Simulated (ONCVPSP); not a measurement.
# Pseudopotential generation for Nd: ONCV, revPBE

Do these settings give a usable potential? It is generated, then checked for transferability, scattering, ghosts and hardness.

The numbers are computed with ONCVPSP 4.0.1 (revPBE, scalar-relativistic, spin-unpolarised reference atom).

## (1) Starting point

The settings as typed:

```
element                 : neodymium (Nd, Z = 60)
type                    : optimised norm-conserving Vanderbilt (ONCV)
frozen core             : [Kr] 4d10
valence charge          : 14
reference configuration : 4f4 5s2 5p6 6s1 6p1
partial waves           : 5s+6s: rc 2.60 bohr, ncon 4, nbas 9, qcut 3.9 1/bohr, 3 projectors, debl 3.4 Ha; 5p+6p: rc 2.55 bohr, ncon 5, nbas 9, qcut 6.5 1/bohr, 2 projectors; d scattering state at 0.02 Ha: rc 2.30 bohr, ncon 4, nbas 8, qcut 3.9 1/bohr, 1 projector; 4f: rc 1.05 bohr, ncon 4, nbas 9, qcut 14.6 1/bohr, 2 projectors, debl 1.2 Ha
local potential         : polynomial inside 1.05 bohr (lpopt 5, dvloc0 3 Ha)
core correction         : Teter function, fcfact 5.75, rcfact 1.7
```

The outer shells as boxes (Hund's rule for the drawing; the calculation is spin-unpolarised):

```
[Kr] core
4d [↑↓][↑↓][↑↓][↑↓][↑↓]
4f [↑ ][↑ ][↑ ][↑ ][  ][  ][  ]
5s [↑↓]
5p [↑↓][↑↓][↑↓]
6s [↑ ]
6p [↑ ][  ][  ]
```

An earlier all-electron run gives the scale for the radii.

All-electron outer shells of the reference configuration (revPBE, scalar-relativistic, ld1.x):

```csv
shell,level (eV),outermost node (bohr),outermost maximum (bohr)
4d,-117.85,0.29,0.62
5s,-41.70,0.72,1.32
5p,-23.31,0.77,1.50
6s,-4.10,1.77,3.78
4f,-2.91,–,0.67
5d,-2.77,0.88,2.18
6p,-1.77,2.12,5.04
```

## (2) Generation

The input, Nd.dat:

```
# ATOM AND REFERENCE CONFIGURATION
# atsym  z   nc   nv     iexc    psfile
  Nd 60.00    9    5  -102130      upf
#
#   n    l    f
    1    0    2.00
    2    0    2.00
    2    1    6.00
    3    0    2.00
    3    1    6.00
    3    2   10.00
    4    0    2.00
    4    1    6.00
    4    2   10.00
    4    3    4.00
    5    0    2.00
    5    1    6.00
    6    0    1.00
    6    1    1.00
#
# PSEUDOPOTENTIAL AND OPTIMIZATION
# lmax
    3
#
#   l,   rc,      ep,       ncon, nbas, qcut
    0    2.60    0.00    4    9    3.90
    1    2.55    0.00    5    9    6.50
    2    2.30    0.02    4    8    3.90
    3    1.05    0.00    4    9   14.60
#
# LOCAL POTENTIAL
# lloc, lpopt,  rc(5),   dvloc0
    4    5    1.05    3.00
#
# VANDERBILT-KLEINMAN-BYLANDER PROJECTORs
# l, nproj, debl
    0    3    3.40
    1    2    3.10
    2    1    2.60
    3    2    1.20
#
# MODEL CORE CHARGE
# icmod, fcfact, rcfact
    3    5.75    1.70
#
# LOG DERIVATIVE ANALYSIS
# epsh1, epsh2, depsh
   -3.00    5.00    0.02
#
# OUTPUT GRID
# rlmax, drl
    6.00    0.01
#
# TEST CONFIGURATIONS
# ncnf
    4
# nvcnf
#   n    l    f
    5
    4    3    4.00
    5    0    2.00
    5    1    6.00
    6    0    2.00
    6    1    0.00
#
    5
    4    3    4.00
    5    0    2.00
    5    1    6.00
    6    0    1.00
    6    1    0.00
#
    5
    4    3    4.00
    5    0    2.00
    5    1    6.00
    6    0    0.00
    6    1    0.00
#
    5
    4    3    3.00
    5    0    2.00
    5    1    6.00
    6    0    0.00
    6    1    0.00
#
```

Started as:

```
$ oncvpsp.x < Nd.dat > Nd.out
```

**Question.** What will these runs give? Wanted: cutoffs for 1 and 0.1 mHa per electron, occupied waves; bound ghosts; GHOST(+) flags; largest phase difference near zero energy, channels read; rms error of d²Exc/dn², without and with the model core; projector energies reset by the program.

**Answer**, as computed:

```
                                                quantity                  value
  cutoffs for 1 and 0.1 mHa per electron, occupied waves       96 Ha and 159 Ha
                                            bound ghosts             none found
                                          GHOST(+) flags  s at 3 eV, p at 69 eV
largest phase difference near zero energy, channels read              0.008 rad
 rms error of d²Exc/dn², without and with the model core      7.86 and 3.96 mHa
                 projector energies reset by the program            d: 0.050 Ha
```

**Reading.** It counts as very hard, with 96 Ha needed at the looser tolerance. At the looser tolerance the 4f wave is the slowest; 5p needs 12 Ha. The program's ghost test flags no bound state. Near zero energy the phases of the channels with partial waves agree within 0.008 rad. The program also flags highly localised states, GHOST(+) (s, p). All of this concerns the isolated atom, not yet a solid.
